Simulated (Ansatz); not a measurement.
# CH5AlF2Si: one species, many methods

The task here is to estimate one member of a computed series from the others.

Computed with Ansatz 0.2.0, Gaussian basis. Level: functionals in def2-TZVPP, the program's frozen cores in correlated methods.

Plan: PBE-D4, r2SCAN-D4, PBE0-D4, B3LYP-D4, ωB97X-V, ωB97M-V, B2PLYP; CCSD(T)/def2-TZVPP; MP2/def2-QZVPP; extrapolation to the limit.

### Structure used throughout

An earlier PBE0-D4 in a triple-zeta def2 set relaxation fixed the geometry.

SMILES `FC[SiH](F)[AlH2]`, 10 atoms, charge 0, spin multiplicity 1.

Atoms are counted from 1 here; the program's logs count them from 0.

Bond lengths: F1–C2 1.389 Å, C2–Si3 1.892 Å, C2–H6 1.096 Å, C2–H7 1.098 Å, Si3–F4 1.611 Å, Si3–Al5 2.478 Å, Si3–H8 1.492 Å, Al5–H9 1.586 Å, Al5–H10 1.590 Å. Angles: F1–C2–Si3 112.0°, F1–C2–H6 108.0°, F1–C2–H7 108.3°, Si3–C2–H6 111.5°, Si3–C2–H7 109.5°, H6–C2–H7 107.5°, C2–Si3–F4 108.5°, C2–Si3–Al5 111.8°, C2–Si3–H8 106.8°, F4–Si3–Al5 110.9°, F4–Si3–H8 106.8°, Al5–Si3–H8 111.9°, Si3–Al5–H9 121.4°, Si3–Al5–H10 118.7°, H9–Al5–H10 119.8°.

The first run:

Contents of in.yaml:

```yaml
crystal:
  periodic: [false, false, false]
  atoms:
    - {symbol: F, position_ang: [-1.032063, -2.516567, 0.430114]}
    - {symbol: C, position_ang: [-0.478410, -1.290421, 0.774458]}
    - {symbol: Si, position_ang: [0.008912, -0.280860, -0.749965]}
    - {symbol: F, position_ang: [1.212980, -1.041860, -1.503287]}
    - {symbol: Al, position_ang: [0.663817, 2.032419, -0.150269]}
    - {symbol: H, position_ang: [0.384624, -1.478988, 1.423640]}
    - {symbol: H, position_ang: [-1.217971, -0.731210, 1.362240]}
    - {symbol: H, position_ang: [-1.161754, -0.304872, -1.674651]}
    - {symbol: H, position_ang: [1.949221, 2.716965, -0.778617]}
    - {symbol: H, position_ang: [-0.246357, 2.844194, 0.869336]}
basis:
  gaussian: {orbitals: def2-TZVPP}
hamiltonian: {xc: pbe, dispersion: d4}
output: {forces: true, orbitals: {seedname: orbitals}}
```

The run is started by

```sh
ansatz run in.yaml --threads 4 --pin off --events-out ev --progress --plain --max-ram 10444MiB
```

Steps of the session up to this table: PBE-D4 (GGA); r2SCAN-D4 (meta-GGA); PBE0-D4 (hybrid); B3LYP-D4 (hybrid); ωB97X-V (range-separated); ωB97M-V (range-separated); B2PLYP (double hybrid); CCSD(T) in def2-TZVPP; MP2 in def2-QZVPP.

One of the session's tables, all rows but one given; the rest of the session is left out.

| method | atomisation energy (kJ/mol) |
| --- | --- |
| PBE-D4 | 3301.9 |
| r2SCAN-D4 | 3280.5 |
| PBE0-D4 | ? |
| B3LYP-D4 | 3262.7 |
| ωB97X-V | 3296.6 |
| ωB97M-V | 3276.5 |
| B2PLYP | 3230.2 |
| HF/def2-TZVPP | 2424.2 |
| MP2/def2-TZVPP | 3239.9 |
| CCSD/def2-TZVPP | 3149.5 |
| CCSD(T)/def2-TZVPP | 3191.0 |
| MP2/CBS | 3333.0 |
| CCSD(T)/CBS | 3284.1 |

**Question.** Estimate the row for PBE0-D4.

As computed: atomisation energy (kJ/mol): 3246.3. In the column «atomisation energy (kJ/mol)» it lies between MP2/def2-TZVPP (3239.9) and B3LYP-D4 (3262.7).
